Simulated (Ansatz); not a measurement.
**C₃H₅I: how energies converge with the basis set**

One table from this session's results is given with a row withheld; the runs are named, their logs left out.

Computed with Ansatz 0.2.0, Gaussian basis. Level: one geometry, several basis sets.

Levels to be run: PBE0-D4/def2-SVP; ωB97M-V/def2-SVP; PBE0-D4/def2-QZVPP; ωB97M-V/def2-QZVPP; the functionals' def2-TZVPP values are taken from earlier runs.

## The geometry

An earlier PBE0-D4 in a triple-zeta def2 set relaxation fixed the geometry. I takes the def2 core potential; no spin-orbit term is included.

SMILES `C=CCI`, 9 atoms, charge 0, spin multiplicity 1.

Atoms are counted from 1 here; the program's logs count them from 0.

Bond lengths: C1–C2 1.322 Å, C1–H5 1.083 Å, C1–H6 1.084 Å, C2–C3 1.487 Å, C2–H7 1.090 Å, C3–I4 2.139 Å, C3–H8 1.090 Å, C3–H9 1.090 Å. Angles: C2–C1–H5 120.7°, C2–C1–H6 121.6°, H5–C1–H6 117.6°, C1–C2–C3 128.6°, C1–C2–H7 118.9°, C3–C2–H7 112.5°, C2–C3–I4 116.1°, C2–C3–H8 111.2°, C2–C3–H9 111.2°, I4–C3–H8 104.9°, I4–C3–H9 104.9°, H8–C3–H9 107.9°.

Set-up of the first run:

Contents of in.yaml:

```yaml
crystal:
  periodic: [false, false, false]
  atoms:
    - {symbol: C, position_ang: [-0.135336, 1.227266, -0.677650]}
    - {symbol: C, position_ang: [0.552922, 0.183209, -0.247804]}
    - {symbol: C, position_ang: [0.074491, -0.979660, 0.545038]}
    - {symbol: I, position_ang: [-2.000182, -0.973911, 1.065146]}
    - {symbol: H, position_ang: [0.346514, 2.009460, -1.251241]}
    - {symbol: H, position_ang: [-1.194695, 1.334110, -0.472073]}
    - {symbol: H, position_ang: [1.616457, 0.120399, -0.479806]}
    - {symbol: H, position_ang: [0.225943, -1.914668, 0.004677]}
    - {symbol: H, position_ang: [0.602285, -1.052407, 1.496514]}
basis:
  gaussian: {orbitals: def2-SVP}
hamiltonian: {xc: pbe0, dispersion: d4}
output: {orbitals: {seedname: orbitals}}
```

On the command line:

```
$ ansatz run in.yaml --threads 4 --pin off --events-out ev --progress --plain --max-ram 10444MiB
```

Steps of the session up to this table: PBE0-D4 in def2-SVP; ωB97M-V in def2-SVP; PBE0-D4 in def2-QZVPP; ωB97M-V in def2-QZVPP.

One table of the session follows, with a row left open; its other results are not shown here.

It belongs to the step «Density functionals: the series». 

```
functional       basis  HOMO (eV)
   PBE0-D4    def2-SVP      -7.20
   PBE0-D4  def2-TZVPP      -7.29
   PBE0-D4  def2-QZVPP      -7.31
   ωB97M-V    def2-SVP          ?
   ωB97M-V  def2-TZVPP      -9.47
   ωB97M-V  def2-QZVPP      -9.48
```

**Question.** Estimate the row for ωB97M-V, def2-SVP.

**Answer.** HOMO (eV): -9.36. In the column «HOMO (eV)» it lies between ωB97M-V, def2-TZVPP (-9.47) and PBE0-D4, def2-QZVPP (-7.31).
